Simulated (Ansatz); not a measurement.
# BH7OSSi2: the cost of one run

Computed with Ansatz 0.2.0, Gaussian basis. Level: functionals in def2-TZVPP, the program's frozen cores in correlated methods.

Plan: PBE-D4, r2SCAN-D4, PBE0-D4, B3LYP-D4, ωB97X-V, ωB97M-V, B2PLYP; CCSD(T)/def2-TZVPP; MP2/def2-QZVPP; extrapolation to the limit.

### Step 1. The geometry

The geometry comes from an earlier relaxation with PBE0-D4 in a triple-zeta def2 set; it is a stationary point, not always the lowest conformer.

12 atoms, charge 0, spin multiplicity 1.

Atoms are counted from 1 here; the program's logs count them from 0.

Bond lengths: B1–O2 1.347 Å, B1–H6 1.199 Å, B1–H7 1.201 Å, O2–Si3 1.649 Å, Si3–S4 2.123 Å, Si3–H8 1.481 Å, Si3–H9 1.478 Å, S4–Si5 2.143 Å, Si5–H10 1.484 Å, Si5–H11 1.482 Å, Si5–H12 1.485 Å. Angles: O2–B1–H6 117.6°, O2–B1–H7 120.4°, H6–B1–H7 122.0°, B1–O2–Si3 137.3°, O2–Si3–S4 113.8°, O2–Si3–H8 106.5°, O2–Si3–H9 107.4°, S4–Si3–H8 110.4°, S4–Si3–H9 106.8°, H8–Si3–H9 112.1°, Si3–S4–Si5 97.2°, S4–Si5–H10 110.6°, S4–Si5–H11 107.0°, S4–Si5–H12 110.1°, H10–Si5–H11 109.9°, H10–Si5–H12 109.0°, H11–Si5–H12 110.1°.

### Step 2. PBE-D4 (GGA)

in.yaml reads:

```yaml
crystal:
  periodic: [false, false, false]
  atoms:
    - {symbol: B, position_ang: [0.297078, 1.855047, 1.211904]}
    - {symbol: O, position_ang: [-0.841117, 1.142742, 1.100919]}
    - {symbol: Si, position_ang: [-1.271365, -0.404779, 0.726416]}
    - {symbol: S, position_ang: [0.379691, -1.717986, 0.484116]}
    - {symbol: Si, position_ang: [0.918509, -1.107874, -1.498241]}
    - {symbol: H, position_ang: [0.200774, 3.013631, 1.503380]}
    - {symbol: H, position_ang: [1.361523, 1.332356, 1.021171]}
    - {symbol: H, position_ang: [-2.059038, -0.330702, -0.525909]}
    - {symbol: H, position_ang: [-2.070640, -0.926019, 1.854903]}
    - {symbol: H, position_ang: [0.124632, -1.851668, -2.507483]}
    - {symbol: H, position_ang: [2.360100, -1.407667, -1.668106]}
    - {symbol: H, position_ang: [0.676853, 0.347620, -1.668969]}
basis:
  gaussian: {orbitals: def2-TZVPP}
hamiltonian: {xc: pbe, dispersion: d4}
output: {forces: true, orbitals: {seedname: orbitals}}
```

The run is started by

```bash
> ansatz run in.yaml --threads 4 --pin off --events-out ev --progress --plain --max-ram 10444MiB
```

Q: Estimate wall time and peak memory on 4 threads of Arm Neoverse V1, shared host.

About 3.5 s, with a peak of 0.45 GiB.
